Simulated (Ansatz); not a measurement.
# LuSc3F: the cost of one run

Computed with Ansatz 0.2.0 (DFT PBE, scalar-relativistic, plane waves, PAW, unless a step's input says otherwise).

## Step 1: The system as given

Symmetry: P-62m, No. 189, hexagonal system. Conventional cell: a = 5.291 Å, b = 5.291 Å, c = 4.396 Å, α = 90.00°, β = 90.00°, γ = 120.00°. Lu (site symmetry -62m) is surrounded by 2 F at 2.20 Å. Around Sc (site symmetry m2m) lie 1 F at 1.96 Å. Around F (site symmetry -62m) lie 3 Sc at 1.96 Å and 2 Lu at 2.20 Å.

Coordinates:

```cif
data_structure
_symmetry_space_group_name_H-M 'P-62m'
_symmetry_Int_Tables_number 189
_cell_length_a 5.2913
_cell_length_b 5.2913
_cell_length_c 4.3958
_cell_angle_alpha 90.000
_cell_angle_beta 90.000
_cell_angle_gamma 120.000
_cell_volume 106.59
loop_
_atom_site_label
_atom_site_type_symbol
_atom_site_symmetry_multiplicity
_atom_site_Wyckoff_symbol
_atom_site_fract_x
_atom_site_fract_y
_atom_site_fract_z
_atom_site_occupancy
Lu1 Lu 1 a 0.00000 0.00000 0.00000 1
Sc1 Sc 3 g 0.62961 0.00000 0.50000 1
F1 F 1 b 0.00000 0.00000 0.50000 1
```

Recipe of the guess: random cell by space group and Wyckoff sites (P-62m, No. 189). The dimensions are guesses.

## Step 2: The guess as it stands, on a coarse mesh

The input, input.yaml:

```yaml
crystal:
  lattice:
    - [5.29132801, 0.0, 0.0]
    - [-2.645664, 4.58242447, 0.0]
    - [0.0, 0.0, 4.39578933]
  atoms:
    - { symbol: Lu, position: [0.0, 0.0, 0.0] }
    - { symbol: Sc, position: [0.62961423, 0.0, 0.5] }
    - { symbol: Sc, position: [0.0, 0.62961423, 0.5] }
    - { symbol: Sc, position: [0.37038577, 0.37038577, 0.5] }
    - { symbol: F, position: [0.0, 0.0, 0.5] }
basis:
  ecutwfc: 420
kpoints:
  mp_grid: { grid: [6, 6, 4] }
hamiltonian:
  xc: pbe
scf:
  occupations: { method: gaussian, width: 0.1 }
  lower_state_search: "off"
output:
  forces: true
  stress: true
  eigenvalues: true
```

Run with:

```bash
ansatz run input.yaml --threads 1 --pin off --max-ram 2560MiB --backend cpu --events-out ev --progress --plain --runs-dir out
```

Q: Estimate wall time and peak memory on 1 thread of Intel Xeon at 2.50GHz (Skylake/Cascade Lake), shared host.

About 21 s, with a peak of 0.4 GiB.
